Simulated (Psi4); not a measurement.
**InNH3 (SMILES [NH2][InH]): UCCSD(T)/def2-SVP (core potential)**

Aim: the vertical ionisation energy of InNH3 at UCCSD(T)/def2-SVP (core potential), from 2 runs. 

The calculation is run with Psi4 1.11.

6 further runs of the same task are left out: 4 that didn't finish, 2 set aside as unsound or not needed.

## (1) The system as given

InNH3 has 5 atoms, charge 0, and is taken as a doublet. SMILES: `[NH2][InH]`. The coordinates come from a PBE0-D4/def2-TZVP relaxation. This is one conformer, not always the lowest.

Bond lengths: N1–In2 2.036 Å, N1–H3 1.011 Å, N1–H4 1.009 Å, In2–H5 1.761 Å. Angles: N1–In2–H5 116.4°, In2–N1–H3 120.0°, In2–N1–H4 120.8°, H3–N1–H4 109.8°.

## (2) The energy at UCCSD(T)/def2-SVP (core potential)

Input file job.py:

```python
import psi4

psi4.set_memory('1600 MB')
psi4.set_num_threads(1)
psi4.core.set_output_file('output.dat', False)

geom = psi4.geometry("""
0 2
N     -0.56578400    -1.39178329     0.50021051
In     1.59984214     1.78843680     0.55935893
H     -1.60022008    -1.81564886    -1.04823108
H      0.03325918    -2.99634974     1.33717021
H      0.62720010     4.27569433    -1.42693220
units bohr
symmetry c1
""")

options = {'reference': 'uhf', 'puream': True, 'e_convergence': 1e-09, 'd_convergence': 1e-08, 'scf_type': 'pk', 'num_frozen_docc': 5, 'maxiter': 200}
psi4.set_options(options)

result, w = psi4.energy("ccsd(t)/def2-SVP", return_wfn=True)
print(f'total energy {result:.8f} hartree = {result * 27.211386:.5f} eV')
for k, v in sorted(psi4.core.scalar_variables().items()):
    print(f'{k:45s} {v:18.10f}')
```

On the command line:

```
$ python job.py
```

output.dat:

```text
[...]
    !!!  WARNING: ECP capability is in beta. Please check occupations closely.  !!!
[...]
  Running in c1 symmetry.
[...]
  Nuclear repulsion =   61.852746108422821
[...]
  Multiplicity = 2
[...]
  Nalpha       = 16
  Nbeta        = 15
[...]
    Number of basis functions: 55
[...]
   @UHF iter   1:  -245.17405599261002   -1.45510e+00   9.84953e-03 DIIS/ADIIS
[...]
   @UHF iter  16:  -245.32464481252086   -2.07478e-12   7.08396e-09 DIIS
[...]
   @S^2 Observed:                7.594232911E-01
[...]
    Orbital Energies [Eh]
    ---------------------
    Alpha Occupied:
       1A    -15.517718     2A     -5.377608     3A     -3.636252
       4A     -3.632075     5A     -3.627292     6A     -1.087853
       7A     -1.023089     8A     -1.020122     9A     -1.017240
      10A     -1.014630    11A     -0.996976    12A     -0.614074
      13A     -0.560707    14A     -0.450001    15A     -0.376241
      16A     -0.291001
    Alpha Virtual:
      17A      0.039873    18A      0.109369    19A      0.149304
      20A      0.233146    21A      0.272848    22A      0.279526
      23A      0.303187    24A      0.315520    25A      0.402916
[...]
  @UHF Final Energy:  -245.32464481252086
   => Energetics <=
    Nuclear Repulsion Energy =             61.8527461084228207
    One-Electron Energy =                -534.2836242667378883
    Two-Electron Energy =                 227.1062333457942088
    Total Energy =                       -245.3246448125208587
  UHF NO Occupations:
  HONO-2 :   14  A 1.9994332
  HONO-1 :   15  A 1.9963797
[...]
 Multipole Moments:
 ------------------------------------------------------------------------------------
     Multipole            Electronic (a.u.)      Nuclear  (a.u.)        Total (a.u.)
 ------------------------------------------------------------------------------------
 L = 1.  Multiply by 2.5417464519 to convert [e a0] to [Debye]
 Dipole X            :         12.7477252          -12.4139086            0.3338167
 Dipole Y            :         16.0338318          -16.3015988           -0.2677671
 Dipole Z            :          2.3065533           -2.3686144           -0.0620611
 Magnitude           :                                                    0.4324169
[...]
      * MP2 total energy                      = -245.576774400106217
[...]
      * CCSD total energy                     = -245.599343036155489
[...]
      * CCSD(T) total energy                     = -245.607694045103216
```

Run time: 11 s. Hardware: 1 thread of Intel Xeon 6975P-C (Granite Rapids), shared host; peak memory 0.25 GiB.

## (3) The singlet cation

Input file run.py:

```python
import psi4

psi4.set_memory(1600000000)
psi4.set_num_threads(1)
psi4.core.set_output_file('psi4.out', False)

mol = psi4.geometry("""
1 1
N
In 1 2.036283
H 1 1.01063 2 120.04751
H 1 1.008772 3 109.83843 2 -146.88263
H 2 1.761281 1 116.35753 4 169.00213
symmetry c1
""")

psi4.set_options({
    'reference': 'rhf',
    'puream': True,
    'e_convergence': 1e-09,
    'd_convergence': 1e-08,
    'scf_type': 'pk',
    'num_frozen_docc': 5,
})

result = psi4.energy('ccsd(t)/def2-SVP')
print(f'ccsd(t)/def2-SVP energy: {result:.10f} Eh')
for k, v in sorted(psi4.core.scalar_variables().items()):
    print(f'{k:45s} {v:18.10f}')
```

On the command line:

```
$ python run.py
```

psi4.out:

```text
[...]
    !!!  WARNING: ECP capability is in beta. Please check occupations closely.  !!!
[...]
  Running in c1 symmetry.
[...]
  Nuclear repulsion =   61.852742773971357
[...]
  Multiplicity = 1
[...]
  Nalpha       = 15
  Nbeta        = 15
[...]
    Number of basis functions: 55
[...]
   @RHF iter   1:  -244.89419946783613   -1.18989e+00   9.52073e-03 DIIS/ADIIS
[...]
   @RHF iter  13:  -245.05214072517097   -3.38218e-12   4.24357e-09 DIIS
[...]
    Orbital Energies [Eh]
    ---------------------
    Doubly Occupied:
       1A    -15.741403     2A     -5.659478     3A     -3.917646
       4A     -3.916912     5A     -3.908549     6A     -1.326862
       7A     -1.304176     8A     -1.303555     9A     -1.296147
      10A     -1.293713    11A     -1.243778    12A     -0.821648
      13A     -0.766792    14A     -0.656711    15A     -0.580129
[...]
  @RHF Final Energy:  -245.05214072517097
   => Energetics <=
    Nuclear Repulsion Energy =             61.8527427739713573
    One-Electron Energy =                -526.3347671246923483
    Two-Electron Energy =                 219.4298836255499907
    Total Energy =                       -245.0521407251709718
[...]
 Multipole Moments:
 ------------------------------------------------------------------------------------
     Multipole            Electronic (a.u.)      Nuclear  (a.u.)        Total (a.u.)
 ------------------------------------------------------------------------------------
 L = 1.  Multiply by 2.5417464519 to convert [e a0] to [Debye]
 Dipole X            :          0.7851919           -0.2411870            0.5440049
 Dipole Y            :         -2.8756613            2.3103885           -0.5652727
 Dipole Z            :         21.0341450          -20.4954030            0.5387419
 Magnitude           :                                                    0.9516919
[...]
      * MP2 total energy                      = -245.304135557945131
[...]
      * CCSD total energy                     = -245.326420075134024
[...]
      * CCSD(T) total energy                  = -245.335917956086718
```

On the terminal:

```text
Memory set to   1.490 GiB by Python driver.
  Threads set to 1 by Python driver.
ccsd(t)/def2-SVP energy: -245.3359179561 Eh
(T) CORRECTION ENERGY                              -0.0094978810
CC D1 DIAGNOSTIC                                    0.0931183311
CC D2 DIAGNOSTIC                                    0.1965357545
CC NEW D1 DIAGNOSTIC                                0.0931183311
CC T1 DIAGNOSTIC                                    0.0229852641
CCSD CORRELATION ENERGY                            -0.2742793500
CCSD DOUBLES ENERGY                                -0.2742793500
CCSD ITERATIONS                                    22.0000000000
CCSD OPPOSITE-SPIN CORRELATION ENERGY              -0.2207398032
CCSD SAME-SPIN CORRELATION ENERGY                  -0.0535395468
CCSD SINGLES ENERGY                                 0.0000000000
CCSD TOTAL ENERGY                                -245.3264200751
CCSD(T) CORRELATION ENERGY                         -0.2837772309
CCSD(T) TOTAL ENERGY                             -245.3359179561
CURRENT CORRELATION ENERGY                         -0.2837772309
CURRENT ENERGY                                   -245.3359179561
CURRENT REFERENCE ENERGY                         -245.0521407252
DD SOLVATION ENERGY                                 0.0000000000
HF KINETIC ENERGY                                 129.0516048375
HF POTENTIAL ENERGY                              -374.1037455627
HF TOTAL ENERGY                                  -245.0521407252
HF VIRIAL RATIO                                     2.8988693789
MP2 CORRELATION ENERGY                             -0.2519948328
MP2 DOUBLES ENERGY                                 -0.2519948328
MP2 OPPOSITE-SPIN CORRELATION ENERGY               -0.1924988637
MP2 SAME-SPIN CORRELATION ENERGY                   -0.0594959691
MP2 SINGLES ENERGY                                 -0.0000000000
MP2 TOTAL ENERGY                                 -245.3041355579
NUCLEAR REPULSION ENERGY                           61.8527427740
ONE-ELECTRON ENERGY                              -526.3347671247
PCM POLARIZATION ENERGY                             0.0000000000
PE ENERGY                                           0.0000000000
SCF ITERATION ENERGY                             -245.0521407252
SCF ITERATIONS                                     13.0000000000
SCF TOTAL ENERGY                                 -245.0521407252
TWO-ELECTRON ENERGY                               219.4298836255
```

Run time: 4.2 s. Hardware: 1 thread of Intel Xeon 6975P-C (Granite Rapids), shared host; peak memory 0.25 GiB.

## (4) Results

Level: UCCSD(T)/def2-SVP (core potential), 5 core orbitals frozen.

| quantity | value |
| --- | --- |
| doublet InNH3: total energy | -245.60769 Eh |
| doublet InNH3: HOMO energy (Hartree–Fock orbitals) (highest over α and β) | -7.92 eV |
| doublet InNH3: LUMO energy (Hartree–Fock orbitals) (lowest over α and β) | 0.74 eV |
| doublet InNH3: correlation energy (5 core orbitals frozen) | -283.0 mEh |
| doublet InNH3: (T) correction | -8.35 mEh |
| doublet InNH3: ⟨S²⟩ of the reference determinant | 0.759 |
| doublet InNH3: T1 diagnostic | 0.024 |
| singlet cation: total energy | -245.33592 Eh |
| singlet cation: HOMO energy (Hartree–Fock orbitals) | -15.79 eV |
| singlet cation: LUMO energy (Hartree–Fock orbitals) | -6.90 eV |
| singlet cation: HOMO–LUMO gap (Hartree–Fock orbitals) | 8.89 eV |
| singlet cation: correlation energy (5 core orbitals frozen) | -283.8 mEh |
| singlet cation: (T) correction | -9.50 mEh |
| singlet cation: T1 diagnostic | 0.023 |
| vertical ionisation energy (to the singlet cation) | 7.395 eV |

**Reading.** Removing an electron at fixed nuclei costs 7.40 eV (714 kJ/mol). Only the singlet of the ionised species was computed; a triplet could lie lower. The triples (doublet InNH3) make up 3.0 % of the correlation energy. The T1 diagnostic (singlet cation) of 0.023 is above the customary mark for such species, so a single reference may not serve. The triples (singlet cation) make up 3.3 % of the correlation energy.
